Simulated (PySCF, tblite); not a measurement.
# C₁₄H₁₂N₂Se: excited states

Aim: compute the excited states of C₁₄H₁₂N₂Se (`C[Se]c1cc(-c2ccncc2)c2ccccn12`).

Programs: tblite 0.8.0 and PySCF 2.14.0, with routines of our own; each step states its level. All values are computed. Atoms count from 0.

### Step 1. The starting structure

29 atoms, charge 0, multiplicity 1; geometry from: force field or distance geometry start.

### Step 2. Optimising the geometry with GFN2-xTB

What the job is given:

```
{"job": {"kind": "relax", "xc": "GFN2-xTB", "basis": "xTB"}, "charge": 0, "multiplicity": 1}
C      3.784000    -2.485800     0.619200
Se     3.726400    -0.538100     0.486400
C      1.899200    -0.007600     0.292800
C      0.832200    -0.899300     0.282400
C     -0.311400    -0.125700     0.125500
C     -1.647200    -0.718300     0.063400
C     -1.795800    -1.853200    -0.720700
C     -2.993800    -2.498600    -0.840000
N     -4.048600    -1.989200    -0.167500
C     -3.946200    -0.878100     0.609400
C     -2.724800    -0.223400     0.732000
C      0.050500     1.203300     0.018200
C     -0.694800     2.373700    -0.151000
C     -0.059400     3.597700    -0.233200
C      1.312500     3.634700    -0.116400
C      2.038500     2.448900     0.071100
N      1.408800     1.245600     0.128900
H      3.759300    -2.848600     1.648100
H      4.608800    -2.883100     0.018800
H      2.838700    -2.882900     0.161000
H      0.833700    -1.963400     0.401000
H     -0.930500    -2.233300    -1.238100
H     -3.056900    -3.369300    -1.448200
H     -4.846700    -0.559600     1.095400
H     -2.644400     0.674300     1.362600
H     -1.782100     2.267200    -0.235000
H     -0.637800     4.518800    -0.368700
H      1.874800     4.551000    -0.159600
H      3.133000     2.470200     0.145900
```

The run is started by

```console
$ OMP_NUM_THREADS=1 python excited_run.py task.json out
```

One launch serves the whole session: the jobs run in the order shown.

Output:

```text
step      E/eV     max force
  0   -1226.75758    2.739
  1   -1227.06163    1.095
  2   -1227.12946    0.805
  3   -1227.17787    0.507
  4   -1227.21373    0.411
  5   -1227.23204    0.328
  6   -1227.24914    0.299
  7   -1227.26424    0.296
  8   -1227.27724    0.284
  9   -1227.28884    0.238
 10   -1227.30183    0.240
 11   -1227.31604    0.246
 12   -1227.32787    0.232
 13   -1227.33609    0.229
 14   -1227.34321    0.176
 15   -1227.35049    0.192
 16   -1227.35722    0.167
 17   -1227.36257    0.191
 18   -1227.36677    0.174
 19   -1227.37055    0.122
 20   -1227.37391    0.104
 21   -1227.37660    0.107
 22   -1227.37898    0.110
 23   -1227.38140    0.125
 24   -1227.38372    0.109
 25   -1227.38559    0.096
 26   -1227.38703    0.083
 27   -1227.38837    0.102
 28   -1227.38983    0.107
 29   -1227.39141    0.087
 30   -1227.39315    0.102
 31   -1227.39527    0.097
 32   -1227.39784    0.133
 33   -1227.40070    0.150
 34   -1227.40368    0.131
 35   -1227.40696    0.115
 36   -1227.41100    0.142
 37   -1227.41555    0.156
 38   -1227.41964    0.149
 39   -1227.42309    0.124
 40   -1227.42466    0.220
 41   -1227.42614    0.143
 42   -1227.42878    0.081
 43   -1227.43073    0.097
 44   -1227.43284    0.117
 45   -1227.43438    0.087
 46   -1227.43573    0.070
 47   -1227.43652    0.055
 48   -1227.43716    0.052
 49   -1227.43782    0.067
 50   -1227.43852    0.077
 51   -1227.43936    0.070
 52   -1227.44023    0.063
 53   -1227.44102    0.076
 54   -1227.44199    0.060
 55   -1227.44276    0.060
 56   -1227.44344    0.053
 57   -1227.44415    0.056
 58   -1227.44490    0.048
 59   -1227.44538    0.081
 60   -1227.44563    0.045
 61   -1227.44595    0.045
 62   -1227.44625    0.045
 63   -1227.44683    0.052
 64   -1227.44752    0.054
 65   -1227.44816    0.044
 66   -1227.44858    0.047
 67   -1227.44884    0.043
 68   -1227.44915    0.034
 69   -1227.44947    0.033
 70   -1227.44968    0.026
 71   -1227.44981    0.019
 72   -1227.44991    0.017
 73   -1227.44999    0.017
 74   -1227.45007    0.017
 75   -1227.45013    0.017
 76   -1227.45019    0.013
 77   -1227.45025    0.015
 78   -1227.45031    0.016
 79   -1227.45037    0.016
 80   -1227.45043    0.014
 81   -1227.45049    0.014
 82   -1227.45055    0.014
 83   -1227.45060    0.014
 84   -1227.45065    0.017
 85   -1227.45070    0.016
 86   -1227.45075    0.014
 87   -1227.45079    0.014
 88   -1227.45084    0.014
 89   -1227.45088    0.014
 90   -1227.45093    0.014
 91   -1227.45098    0.013
 92   -1227.45102    0.014
 93   -1227.45107    0.015
 94   -1227.45113    0.014
 95   -1227.45121    0.017
 96   -1227.45129    0.020
 97   -1227.45137    0.023
 98   -1227.45144    0.017
 99   -1227.45148    0.014
100   -1227.45152    0.014
101   -1227.45156    0.018
102   -1227.45159    0.018
103   -1227.45163    0.014
104   -1227.45166    0.011
105   -1227.45170    0.015
106   -1227.45173    0.013
107   -1227.45175    0.010
```

Wall time 1.9 s (1 thread of Arm Neoverse V1, shared host); peak memory 0.18 GiB.

Relaxation path: (not every step is listed)

| step | energy from step 0 (eV) | largest force (eV/Å) |
| --- | --- | --- |
| 0 | 0.0000 | 2.7393 |
| 1 | -0.3040 | 1.0951 |
| 2 | -0.3719 | 0.8052 |
| 3 | -0.4203 | 0.5068 |
| 4 | -0.4561 | 0.4106 |
| 5 | -0.4745 | 0.3278 |
| 6 | -0.4916 | 0.2993 |
| 7 | -0.5067 | 0.2961 |
| 8 | -0.5197 | 0.2837 |
| 17 | -0.6050 | 0.1912 |
| 26 | -0.6295 | 0.0834 |
| 35 | -0.6494 | 0.1152 |
| 44 | -0.6753 | 0.1175 |
| 53 | -0.6834 | 0.0761 |
| 62 | -0.6887 | 0.0448 |
| 71 | -0.6922 | 0.0185 |
| 80 | -0.6929 | 0.0145 |
| 89 | -0.6933 | 0.0139 |
| 98 | -0.6939 | 0.0174 |
| 102 | -0.6940 | 0.0177 |
| 103 | -0.6941 | 0.0136 |
| 104 | -0.6941 | 0.0110 |
| 105 | -0.6941 | 0.0149 |
| 106 | -0.6942 | 0.0135 |
| 107 | -0.6942 | 0.0100 |

Close pairs (by a distance rule), those that changed most:

```csv
bond,before (Å),after (Å),change (Å)
C14–C15,1.403,1.356,-0.047
C13–C14,1.377,1.415,+0.038
N8–C9,1.360,1.323,-0.036
C0–H19,1.123,1.087,-0.036
C5–C10,1.361,1.397,+0.036
C11–N16,1.363,1.395,+0.031
C7–N8,1.351,1.323,-0.027
C10–H24,1.100,1.079,-0.021
```

The end geometry stands in the next job.

### Step 3. Infrared spectrum with GFN2-xTB

What the job is given:

```
{"job": {"kind": "ir", "xc": "GFN2-xTB", "basis": "xTB"}, "charge": 0, "multiplicity": 1}
C      3.777340    -2.279425     0.515025
Se     3.811400    -0.339719     0.403041
C      1.936518    -0.056212     0.234312
C      0.889579    -0.953572     0.180802
C     -0.309829    -0.226135     0.072852
C     -1.641507    -0.800836     0.015191
C     -1.870471    -2.013979    -0.638849
C     -3.152558    -2.529711    -0.667507
N     -4.194496    -1.940169    -0.103287
C     -3.980335    -0.797382     0.528301
C     -2.741505    -0.189824     0.621811
C      0.040612     1.128130     0.041594
C     -0.675918     2.323643    -0.135479
C     -0.014493     3.517083    -0.154081
C      1.392225     3.549109    -0.000637
C      2.086006     2.391918     0.136143
N      1.429757     1.202131     0.144604
H      3.188412    -2.578206     1.378264
H      4.806928    -2.606315     0.633072
H      3.359544    -2.685486    -0.402446
H      0.964339    -2.021207     0.246796
H     -1.060666    -2.529534    -1.131837
H     -3.364006    -3.463828    -1.172434
H     -4.853146    -0.350276     0.987614
H     -2.624395     0.727135     1.178014
H     -1.744389     2.273437    -0.270032
H     -0.552596     4.441430    -0.289886
H      1.914889     4.491311    -0.005361
H      3.162854     2.344440     0.238272
```

Output:

```text
mode    cm-1     km/mol
  1      30.0      2.97
  2      52.2      0.87
  3      58.1      0.95
  4      72.5      0.82
  5     113.9      0.58
  6     125.4      0.51
  7     178.3      0.20
  8     181.8      0.87
  9     194.2      1.11
 10     214.1      1.36
 11     233.3      0.34
 12     261.5      1.47
 13     339.2      0.79
 14     346.7      0.67
 15     376.2      0.91
 16     397.1      4.94
 17     481.3      2.01
 18     520.2      1.27
 19     534.5      2.76
 20     570.9      1.26
 21     581.8     13.92
 22     597.9      2.12
 23     604.2     17.05
 24     631.2      0.88
 25     675.2      3.30
 26     702.1      3.97
 27     716.9      7.73
 28     759.9     22.65
 29     772.7      5.88
 30     797.8     17.68
 31     810.9      5.10
 32     845.4      0.63
 33     879.4     14.15
 34     883.1      0.09
 35     885.9      7.72
 36     888.8      0.01
 37     899.9      7.62
 38     908.6      0.27
 39     917.1      0.41
 40     925.5      0.30
 41     965.1     16.20
 42    1018.7     12.78
 43    1063.2      2.21
 44    1091.8      2.08
 45    1099.6      5.08
 46    1120.8      1.27
 47    1150.7      8.60
 48    1161.0      3.51
 49    1198.5     21.15
 50    1215.6      1.84
 51    1232.2      8.62
 52    1263.6      2.61
 53    1283.9      6.80
 54    1288.4      3.91
 55    1289.9     22.92
 56    1327.5     39.32
 57    1364.8     37.79
 58    1381.8     19.55
 59    1404.9     10.47
 60    1426.9      6.43
 61    1431.9      5.04
 62    1434.3     13.11
 63    1451.3      6.81
 64    1479.5     16.05
 65    1500.8     85.14
 66    1542.4     22.75
 67    1550.6     64.68
 68    1581.2    267.54
 69    1616.1      0.07
 70    3008.3      4.28
 71    3019.2     11.38
 72    3032.6      6.62
 73    3049.1     66.48
 74    3049.2     11.18
 75    3051.2     45.91
 76    3089.6     31.00
 77    3094.1     30.22
 78    3101.3      5.50
 79    3112.5     24.41
 80    3119.1     25.70
 81    3165.6     10.52
```

Run time: 2.7 s. Hardware: 1 thread of Arm Neoverse V1, shared host; peak memory 0.18 GiB.

The strongest bands and the atoms that carry them (share of the mass-weighted mode):

```
cm⁻¹  km/mol                                 atoms
1328    39.3          C11 25 %, N16 23 %, H28 18 %
1365    37.8                      C4 11 %, C2 11 %
1501    85.1           C13 25 %, C14 15 %, C4 12 %
1551    64.7  C4 25 %, C11 21 %, C13 13 %, C5 12 %
1581   267.5   C7 21 %, C9 20 %, C6 20 %, C10 19 %
3049    66.5                    H28 63 %, H23 28 %
3051    45.9                              H22 91 %
3090    31.0                              H21 91 %
```

### Step 4. Excited states: TDA B3LYP/def2-SVP

The job, as its differences from that of step 3:

```diff
@@ -1,2 +1,2 @@
-{"job": {"kind": "ir", "xc": "GFN2-xTB", "basis": "xTB"}, "charge": 0, "multiplicity": 1}
+{"job": {"kind": "states", "xc": "B3LYP", "basis": "def2-SVP", "tda": true, "soc": true, "nstates": 6, "ntriplets": 4, "nquad": 4}, "charge": 0, "multiplicity": 1}
 C      3.777340    -2.279425     0.515025
```

Method: TDA B3LYP/def2-SVP excited states, vertical, gas phase, spin-orbit mean-field couplings.

Output:

```text
coarse grid: 119760 points
cycle   1  E = -3050.9288822476  dE =  2.400e+00  |g| = 5.890e-01  |ddm| = 6.841e+00
cycle   2  E = -3050.8179839114  dE =  1.109e-01  |g| = 8.978e-01  |ddm| = 1.788e+00
cycle   3  E = -3051.0129335216  dE = -1.949e-01  |g| = 2.048e-01  |ddm| = 1.172e+00
cycle   4  E = -3051.0231732834  dE = -1.024e-02  |g| = 6.622e-02  |ddm| = 3.160e-01
cycle   5  E = -3051.0241019207  dE = -9.286e-04  |g| = 2.895e-02  |ddm| = 9.554e-02
cycle   6  E = -3051.0242897361  dE = -1.878e-04  |g| = 8.632e-03  |ddm| = 4.170e-02
cycle   7  E = -3051.0243086065  dE = -1.887e-05  |g| = 3.034e-03  |ddm| = 1.559e-02
cycle   8  E = -3051.0243108561  dE = -2.250e-06  |g| = 6.659e-04  |ddm| = 4.033e-03
final grid: 256440 points
cycle   9  E = -3051.0243526062  dE =  3.077e-07  |g| = 1.394e-03  |ddm| = 6.225e-03
cycle  10  E = -3051.0243502443  dE =  2.362e-06  |g| = 3.136e-03  |ddm| = 5.979e-03
cycle  11  E = -3051.0243531766  dE = -2.932e-06  |g| = 1.986e-04  |ddm| = 4.205e-03
cycle  12  E = -3051.0243531860  dE = -9.441e-09  |g| = 3.126e-05  |ddm| = 2.385e-04
cycle  13  E = -3051.0243531863  dE = -2.492e-10  |g| = 1.203e-05  |ddm| = 5.163e-05
converged SCF energy = -3051.0243531863

Singlet excitations
state   eV       nm        f     d(h-e)  d(exc)  Lambda  PR(NTO)  |dmu|/D   mu/D   main configurations
  1   3.3986   364.8   0.11144   1.671   4.005   0.656   1.078    3.974    5.975   H->L 0.81, H->L+1 0.12
  2   3.8598   321.2   0.18640   2.790   4.964   0.573   1.053    7.619   11.464   H->L+1 0.80, H->L 0.11
  3   4.1042   302.1   0.01862   1.768   4.198   0.466   1.020    5.728    4.181   H->L+3 0.88
  4   4.1478   298.9   0.00481   4.101   5.414   0.296   1.043   12.493   16.304   H->L+2 0.95
  5   4.5634   271.7   0.02333   1.251   4.277   0.604   1.750                     H-1->L 0.58, H->L+4 0.19, H-2->L 0.12
  6   4.6274   267.9   0.00615   2.032   4.197   0.406   1.516                     H-2->L 0.56, H-2->L+1 0.19, H-1->L 0.10

Triplet excitations (Tamm-Dancoff)
state   eV     d(h-e)  d(exc)  Lambda  PR(NTO)   main configurations
  1   2.5064   0.885   3.655   0.669   1.034   H->L 0.91
  2   3.1825   1.195   4.054   0.580   1.069   H->L+1 0.86
  3   3.7528   0.740   3.827   0.528   1.142   H->L+3 0.61, H->L+4 0.22
  4   3.8507   0.594   3.881   0.597   1.341   H->L+4 0.43, H->L+3 0.28, H->L+2 0.08
S1 - T1 = 0.8922 eV

Spin-orbit couplings |<S|Hso|T>| (cm-1)
             T1       T2       T3       T4
S0        8.572   34.649  395.713  357.170
S1        0.311    0.746   13.814    8.930
S2       10.065    6.513   12.321   24.958
S3       29.519   15.125   53.345   51.074
S4        4.282    2.418   15.718    5.473
S5        3.892    3.087   25.674   16.685
S6        2.189    2.951   17.016   12.290
T1 sublevels (cm-1): 0.000 0.000 0.016   radiative rates (1/s): 47.6 6.23 91.7
```

Wall time 3.6 min (1 thread of Arm Neoverse V1, shared host); peak memory 1.6 GiB.

From this job:

```
  quantity    value
S1 less T1  0.89 eV
```

### Step 5. Summary of results

| quantity | value |
| --- | --- |
| strongest single infrared mode (GFN2-xTB) | 1581 cm⁻¹, 268 km/mol |
| zero-point energy (GFN2-xTB) | 136.9 kcal/mol |
| S1 less T1 (step 4, TDA B3LYP/def2-SVP) | 0.89 eV |

**Reading.** No mode is imaginary among the 81: a minimum at this level. The strongest single mode, at 1581 cm⁻¹, has its largest shares on C7, C9, C6 and C10 (the list is cut at 4 atoms). GFN2-xTB is a fitted tight-binding method: band positions and strengths are rough. Its intensities can rank the bands wrongly. Scalar relativity is left out for the heavy atoms. In step 4, the number of triplets below S1 is 2, and the largest singlet-triplet spin-orbit coupling is S0–T3, 395.71 cm⁻¹.
